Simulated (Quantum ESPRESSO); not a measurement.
The system is Zr3S2.

```
Zr S
1.0
     2.90254    1.67578    3.48777
    -2.90254    1.67578    3.48777
     0.00000   -3.35156    3.48777
Zr S
3 2
Direct
  0.83873 0.50000 0.16127
  0.50000 0.16127 0.83873
  0.16127 0.83873 0.50000
  0.66502 0.66502 0.66502
  0.33498 0.33498 0.33498
```

The cell comes from a database or a generator and needn't be the stable form of this composition.

| Quantity | Value |
| --- | --- |
| Program | Quantum ESPRESSO 7.5 |
| Task | single point |
| Functional | PBE |
| Potentials or basis | SSSP 1.3 efficiency PBE |
| Cutoff | 748 eV |
| Density cutoff | 5987 eV |
| k mesh | 6 × 6 × 6 |
| Occupations | fermi-dirac, width 0.05 eV |
| Spin | no spin polarisation |

On this cell: pressure -1.0 GPa; largest force 0.059 eV/Å; band gap on the k mesh none (metal or under the smearing width).

The same run follows on a disturbed copy (atoms moved at random, drawn with an rms of 0.05 Å):

```
Zr S
1.0
     2.90254    1.67578    3.48777
    -2.90254    1.67578    3.48777
     0.00000   -3.35156    3.48777
Zr S
3 2
Direct
  0.84516 0.49576 0.14686
  0.49626 0.16190 0.84770
  0.14023 0.85679 0.49747
  0.65685 0.66433 0.66125
  0.33267 0.34574 0.33784
```

What does the disturbed cell give?

The energy (extrapolated to zero smearing) moves by +18.5 meV/atom; pressure -1.5 GPa; largest force 0.831 eV/Å; band gap on the k mesh none (metal or under the smearing width).

Forces in eV/Å, atoms in the order of the input:
```
Zr  -0.505 -0.563  0.309
Zr  -0.062  0.455 -0.394
Zr   0.812  0.032  0.175
S   -0.244  0.181 -0.055
S   -0.001 -0.105 -0.035
```

Stress tensor (GPa, compression positive):
```
-2.23 -0.05  0.22
-0.05 -1.25  0.65
 0.22  0.65 -1.16
```
